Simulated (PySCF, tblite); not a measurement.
# C4H11ClP2Si: geometry, infrared bands and NMR shifts

Aim: predict the infrared bands and NMR shifts of C4H11ClP2Si (`C=CCC[Si](P)(P)Cl`).

The runs use tblite 0.8.0 and PySCF 2.14.0, with density-fitted response routines of our own; the level of theory stands in each step. All values are computed, except where a source is named. Atoms count from 0, in the outputs and in this text.

## Step 1: Starting geometry

19 atoms, charge 0, multiplicity 1; geometry from: force field or distance geometry start.

Bonds of the start (Å): C0–C1 1.36, C1–C2 1.49, C2–C3 1.51, C3–Si4 1.89, Si4–P5 2.21, Si4–P6 2.24, Si4–Cl7 2.06, C0–H8 1.09, C0–H9 1.07, C1–H10 1.08, C2–H11 1.11, C2–H12 1.12, C3–H13 1.11, C3–H14 1.12, P5–H15 1.43, P5–H16 1.45, P6–H17 1.43, P6–H18 1.42.

## Step 2: Optimising the geometry with GFN2-xTB

The job: settings as JSON, then the geometry in Å.

```
{"job": {"kind": "relax", "xc": "GFN2-xTB", "basis": "xTB"}, "charge": 0, "multiplicity": 1}
C      2.947000    -0.017100     0.692400
C      2.353700     0.265700    -0.500800
C      0.866200     0.203900    -0.554500
C      0.234500    -0.154700     0.765200
Si    -1.618500    -0.157600     0.414700
P     -1.982100    -1.844600    -0.971100
P     -1.930000     1.774500    -0.665000
Cl    -2.762300    -0.256300     2.123600
H      2.362200    -0.269900     1.574600
H      4.019300     0.035500     0.698600
H      2.963400     0.509200    -1.358100
H      0.511400     1.201900    -0.899600
H      0.527500    -0.596200    -1.254100
H      0.583500    -1.150900     1.097500
H      0.365100     0.642900     1.538300
H     -3.357100    -1.902000    -1.371400
H     -1.483900    -3.090400    -0.418000
H     -1.322300     2.809100     0.107500
H     -3.287300     2.006100    -1.027200
```

On the command line:

```console
OMP_NUM_THREADS=1 python probes_run.py task.json out
```

One launch serves the whole session: the jobs run in the order shown.

**Question.** This job is followed by: GFN2-xTB harmonic vibrations, gas phase; GIAO PBE0/pcSseg-1 NMR shielding, non-relativistic, gas phase. Predict these results of the whole session: strongest single infrared mode (GFN2-xTB); zero-point energy (GFN2-xTB); 13C shifts against TMS (PBE0/pcSseg-1); 1H shifts against TMS (PBE0/pcSseg-1, means over atoms taken as alike); 29Si shifts against TMS (PBE0/pcSseg-1); 31P shifts against H3PO4 (PBE0/pcSseg-1, means over atoms taken as alike); 35Cl shifts against HCl (PBE0/pcSseg-1).

The runs gave:

```
                                                                 quantity                                   value
                                strongest single infrared mode (GFN2-xTB)                   2378 cm⁻¹, 158 km/mol
                                             zero-point energy (GFN2-xTB)                           84.3 kcal/mol
                                   13C shifts against TMS (PBE0/pcSseg-1)            147.7, 117.7, 31.8, 21.8 ppm
   1H shifts against TMS (PBE0/pcSseg-1, means over atoms taken as alike)  6.50, 5.37, 5.33, 2.21, 1.58, 1.23 ppm
                                  29Si shifts against TMS (PBE0/pcSseg-1)                                51.4 ppm
31P shifts against H3PO4 (PBE0/pcSseg-1, means over atoms taken as alike)                              -253.5 ppm
                                  35Cl shifts against HCl (PBE0/pcSseg-1)                                  95 ppm
```

**Reading.** The optimisation took 100 steps and gained 1.781 eV; among the close pairs (by a distance rule), P5–H16 changed most, from 1.451 to 1.385 Å. No mode is imaginary among the 51: a minimum at this level. The strongest single mode, at 2378 cm⁻¹, is spread over several atoms, H15, H16, H18, H17 among them. GFN2-xTB is a fitted tight-binding method: band positions and strengths are rough. Its intensities can rank the bands wrongly. The most deshielded carbon is C1 (alkene CH), at 147.7 ppm: an sp2 carbon of a C=C bond. The most deshielded hydrogen is H10 (hydrogen on an alkene CH), at 6.50 ppm: a vinylic proton, deshielded by the sp2 carbon and the C=C anisotropy. At PBE0/pcSseg-1: The largest span, 239 ppm, is at C1, where the paramagnetic term is -214 ppm.
